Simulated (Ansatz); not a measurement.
# C2H8OSSi: up Jacob's ladder to CCSD(T)

One table from this session's results is given with a row withheld; the runs are named, their logs left out.

The runs use Ansatz 0.2.0, Gaussian basis; functionals in def2-TZVPP, the program's frozen cores in correlated methods.

Plan: PBE-D4, r2SCAN-D4, PBE0-D4, B3LYP-D4, ωB97X-V, ωB97M-V, B2PLYP; CCSD(T)/def2-TZVPP; MP2/def2-QZVPP; extrapolation to the limit.

### The geometry

All runs share one geometry, relaxed beforehand with PBE0-D4 in a triple-zeta def2 set.

SMILES `COCS[SiH3]`, 13 atoms, charge 0, spin multiplicity 1.

Atoms are counted from 1 here; the program's logs count them from 0.

Bond lengths: C1–O2 1.409 Å, C1–H6 1.098 Å, C1–H7 1.095 Å, C1–H8 1.089 Å, O2–C3 1.384 Å, C3–S4 1.840 Å, C3–H9 1.090 Å, C3–H10 1.097 Å, S4–Si5 2.133 Å, Si5–H11 1.485 Å, Si5–H12 1.487 Å, Si5–H13 1.484 Å. Angles: O2–C1–H6 110.9°, O2–C1–H7 111.2°, O2–C1–H8 106.9°, H6–C1–H7 108.8°, H6–C1–H8 109.3°, H7–C1–H8 109.6°, C1–O2–C3 114.1°, O2–C3–S4 115.1°, O2–C3–H9 106.9°, O2–C3–H10 112.1°, S4–C3–H9 108.4°, S4–C3–H10 104.6°, H9–C3–H10 109.6°, C3–S4–Si5 97.9°, S4–Si5–H11 112.7°, S4–Si5–H12 109.7°, S4–Si5–H13 105.8°, H11–Si5–H12 109.1° and more.

Coordinates:

```mol
C2H8OSSi
  3D, bonds by distance, orders not assigned

 13 12  0  0  0  0  0  0  0  0999 V2000
   -0.7000   -0.7514    1.6404 C   0  0
    0.5066   -0.2981    1.0723 O   0  0
    0.8501   -0.9337   -0.1079 C   0  0
   -0.2387   -0.5556   -1.5420 S   0  0
   -0.0415    1.5678   -1.5063 Si  0  0
   -0.6533   -1.8274    1.8515 H   0  0
   -1.5487   -0.5578    0.9762 H   0  0
   -0.8352   -0.2074    2.5739 H   0  0
    1.8645   -0.6209   -0.3534 H   0  0
    0.8137   -2.0263   -0.0138 H   0  0
   -0.8099    2.1956   -0.4019 H   0  0
    1.3926    1.9348   -1.3702 H   0  0
   -0.5797    2.0456   -2.8041 H   0  0
  1  2  8  0
  2  3  8  0
  3  4  8  0
  4  5  8  0
  1  6  8  0
  1  7  8  0
  1  8  8  0
  3  9  8  0
  3 10  8  0
  5 11  8  0
  5 12  8  0
  5 13  8  0
M  END
```

Set-up of the first run:

in.yaml reads:

```yaml
crystal:
  periodic: [false, false, false]
  atoms:
    - {symbol: C, position_ang: [-0.700036, -0.751423, 1.640426]}
    - {symbol: O, position_ang: [0.506610, -0.298068, 1.072323]}
    - {symbol: C, position_ang: [0.850113, -0.933718, -0.107884]}
    - {symbol: S, position_ang: [-0.238705, -0.555574, -1.541961]}
    - {symbol: Si, position_ang: [-0.041508, 1.567827, -1.506297]}
    - {symbol: H, position_ang: [-0.653273, -1.827440, 1.851510]}
    - {symbol: H, position_ang: [-1.548687, -0.557769, 0.976229]}
    - {symbol: H, position_ang: [-0.835200, -0.207394, 2.573922]}
    - {symbol: H, position_ang: [1.864477, -0.620873, -0.353373]}
    - {symbol: H, position_ang: [0.813711, -2.026350, -0.013829]}
    - {symbol: H, position_ang: [-0.809874, 2.195567, -0.401932]}
    - {symbol: H, position_ang: [1.392572, 1.934814, -1.370242]}
    - {symbol: H, position_ang: [-0.579701, 2.045602, -2.804092]}
basis:
  gaussian: {orbitals: def2-TZVPP}
hamiltonian: {xc: pbe, dispersion: d4}
output: {forces: true, orbitals: {seedname: orbitals}}
```

Launch:

```sh
$ ansatz run in.yaml --threads 4 --pin off --events-out ev --progress --plain --max-ram 10444MiB
```

Among the steps run: PBE-D4 (GGA); r2SCAN-D4 (meta-GGA); PBE0-D4 (hybrid); B3LYP-D4 (hybrid); ωB97X-V (range-separated); ωB97M-V (range-separated); B2PLYP (double hybrid); CCSD(T) in def2-TZVPP; MP2 in def2-QZVPP.

One table of the session follows, with a row left open; its other results are not shown here.

It belongs to the step «Atomisation energies». 

| method | atomisation energy (kJ/mol) |
| --- | --- |
| PBE-D4 | 4596.3 |
| r2SCAN-D4 | 4541.4 |
| PBE0-D4 | 4527.6 |
| B3LYP-D4 | 4526.4 |
| ωB97X-V | ? |
| ωB97M-V | 4547.6 |
| B2PLYP | 4469.3 |
| HF/def2-TZVPP | 3288.1 |
| MP2/def2-TZVPP | 4457.3 |
| CCSD/def2-TZVPP | 4349.8 |
| CCSD(T)/def2-TZVPP | 4414.2 |
| MP2/CBS | 4577.1 |
| CCSD(T)/CBS | 4534.0 |

Q: Estimate the row for ωB97X-V from the others.

**Answer.** atomisation energy (kJ/mol): 4553.5. In the column «atomisation energy (kJ/mol)» it lies between ωB97M-V (4547.6) and MP2/CBS (4577.1).

Limits of these values: Free atoms (2 C, 1 O, 1 S, 1 Si, 8 H) were run apart at each level; the atomisation energy is their sum less the molecule, without zero-point or spin-orbit terms.
